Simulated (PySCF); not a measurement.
**CaO: bond curves at several levels of theory**

An exercise on one series of results from a longer session: the logs are not shown, and one member is left open.

Program: PySCF 2.14.0. Level of theory: Ca aug-pcseg-1, O aug-pcseg-1, no relativity. These are calculated values, not measurements.

Set-up of the first run:

The job is set up so:

```json
{
 "atoms": "Ca, O",
 "charge": "0",
 "basis": "Ca aug-pcseg-1, O aug-pcseg-1",
 "Hamiltonian": "no relativity",
 "basis functions": "56",
 "electrons treated": "28",
 "masses in u": "39.9626, 15.9949",
 "levels": "PBE0, PBE, r²SCAN, TPSS, MN15, M06-2X, HSE06, HF, MP2, SCS-MP2, CCSD, CCSD(T)",
 "grid": "80 radial by 434 angular points",
 "occupations": "held fixed by the projection of orbital angular momentum",
 "dissociation limit": "Ca + O, each in its ground configuration",
 "starting distance in angstrom": "2.190",
 "values of 2S to try": "0, 2"
}
```

Started as:

```bash
$ OMP_NUM_THREADS=1 python dia.py task.json out
```

Among the steps run: Input; PBE0 along the bond; Excited determinants; PBE (GGA); r²SCAN; TPSS (meta-GGA); MN15 (hybrid meta-GGA); M06-2X; HSE06 (range-separated hybrid); RHF (mean field); MP2 and coupled cluster.

One table of the session follows, with a row left open; its other results are not shown here.

Energy (eV) from each level's lowest point:

```
R (Å)    RHF  RHF-MP2  RHF-SCS-MP2  RHF-CCSD  RHF-CCSD(T)
1.569  1.557    1.740        1.758       n/a          n/a
1.642  0.780    0.946        0.957     0.933        1.075
1.715      ?        ?            ?         ?            ?
1.769  0.094    0.201        0.204     0.186        0.287
1.824  0.001    0.062        0.063     0.052        0.126
1.879  0.000    0.000        0.000     0.000        0.037
1.952  0.111    0.006        0.008     0.032        0.000
2.043  0.384    0.108        0.117     0.190        0.034
2.152  0.833    0.282        0.302     0.483        0.152
2.298  1.488    0.513        0.495       n/a          n/a
```

**Question.** Estimate the row for R (Å) = 1.715.

Worked estimate for «RHF». A straight line through the neighbours (1.642, 0.780) and (1.769, 0.094) gives 0.780 + (0.094 − 0.780) × (1.715 − 1.642) / (1.769 − 1.642) = 0.386; a parabola fitted to 4 rows on both sides gives 0.288.

The run gave: RHF: 0.298; RHF-MP2: 0.437; RHF-SCS-MP2: 0.443; RHF-CCSD: 0.421; RHF-CCSD(T): 0.543. In «RHF» the line misses by +0.088 and the parabola by -0.010.
